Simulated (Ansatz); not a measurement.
**GeH4+ (quartet): wave-function methods side by side, cc-pVTZ**

Aim: climb from Hartree-Fock through coupled cluster and multireference methods for GeH4+ (quartet) at one geometry and basis, and see what each rung misses.

Method: cc-pVTZ, core rule «outside noble gas», up to 14 orbitals frozen; program: Ansatz 0.2.0, Gaussian basis.

Plan: UHF; CCSD(T) on ROHF; CCSD(T) on UHF; BCCD(T) on ROHF; CCSDT(Q) on ROHF; CCSDT(Q) on UHF; CASSCF and MRCISD+Q, 7 electrons in 8 orbitals; CASSCF and NEVPT4(SD), 7 electrons in 8 orbitals; CASSCF and NEVPT2, 7 electrons in 8 orbitals.

2 further runs of the same task are left out: 2 set aside as unsound or not needed.

## Step 1: The geometry

The geometry is a PBE0/def2-TZVP stationary point (not a proven minimum) of the parent state, kept for this charge and spin. No spin-orbit coupling is included. The filled d shell of Ge may be among the frozen orbitals whatever the setting's name suggests; the logs give the count.

5 atoms, charge 1, spin multiplicity 4.

Atoms are counted from 1 here; the program's logs count them from 0.

Bond lengths: Ge1–H2 1.565 Å, Ge1–H3 1.565 Å, Ge1–H4 1.565 Å, Ge1–H5 1.565 Å. Angles: H2–Ge1–H3 97.5°, H2–Ge1–H4 97.5°, H2–Ge1–H5 137.7°, H3–Ge1–H4 137.7°, H3–Ge1–H5 97.5°, H4–Ge1–H5 97.5°.

## Step 2: UHF

Input file in.yaml:

```yaml
crystal:
  periodic: [false, false, false]
  atoms:
    - {symbol: Ge, position_ang: [0.000000, 0.000000, 0.000000]}
    - {symbol: H, position_ang: [0.561303, 1.033925, 1.032591]}
    - {symbol: H, position_ang: [-0.569863, -1.029690, 1.032135]}
    - {symbol: H, position_ang: [-0.559224, 1.030817, -1.036818]}
    - {symbol: H, position_ang: [0.567783, -1.035053, -1.027908]}
basis:
  gaussian: {orbitals: cc-pVTZ}
total_charge: 1
magnetization: {spin_polarized: true, initial_magnetization: 3}
hamiltonian: {xc: hf}
output: {orbitals: {seedname: orbitals}}
```

Launch:

```console
> ansatz run in.yaml --threads 1 --pin off --events-out ev --progress --plain --max-ram 4096MiB --backend cpu
```

Further steps of the session: CCSD(T) on ROHF; CCSD(T) on UHF; BCCD(T) on ROHF; CCSDT(Q) on ROHF; CCSDT(Q) on UHF; CASSCF and MRCISD+Q, 7 electrons in 8 orbitals; CASSCF and NEVPT4(SD), 7 electrons in 8 orbitals; CASSCF and NEVPT2, 7 electrons in 8 orbitals.

**Question.** What will the summary of the whole plan be? Wanted: UCCSDT(Q) below the RHF energy; RMP2 from UCCSDT(Q); UMP2 from UCCSDT(Q); RCCSD from UCCSDT(Q); RCCSD(T) from UCCSDT(Q); UCCSD(T) from UCCSDT(Q); RCCSDT(Q) from UCCSDT(Q); NEVPT2 valence from UCCSDT(Q); NEVPT4(SD) valence from UCCSDT(Q).

As calculated:

| quantity | value |
| --- | --- |
| UCCSDT(Q) below the RHF energy | -3.4089 eV |
| RMP2 from UCCSDT(Q) | +835.4 meV |
| UMP2 from UCCSDT(Q) | +822.5 meV |
| RCCSD from UCCSDT(Q) | +142.6 meV |
| RCCSD(T) from UCCSDT(Q) | +40.5 meV |
| UCCSD(T) from UCCSDT(Q) | +32.5 meV |
| RCCSDT(Q) from UCCSDT(Q) | +8.1 meV |
| NEVPT2 valence from UCCSDT(Q) | +580.5 meV |
| NEVPT4(SD) valence from UCCSDT(Q) | +111.5 meV |
| MRCISD+Q valence from UCCSDT(Q) | +47.1 meV |
| levels within 1 kcal/mol (43 meV) | RCCSD(T), UCCSD(T), BCCD(T), RCCSDT, UCCSDT, RCCSDT(Q) |
| T1 diagnostic | 0.040 |
| effectively unpaired electrons | 3.02 |

What this shows: RCCSD(T) lands +40.5 meV from the yardstick (1.2 % of the correlation energy). The occupations are near whole numbers, but T1 = 0.040 shows that the orbitals relax strongly. Of the multireference levels listed MRCISD+Q valence comes nearest in total energy (+47.1 meV), which doesn't show that its space is the better one. These misses are within one basis, not against nature; the frozen cores of restricted and unrestricted runs differ, which can shift their rows.
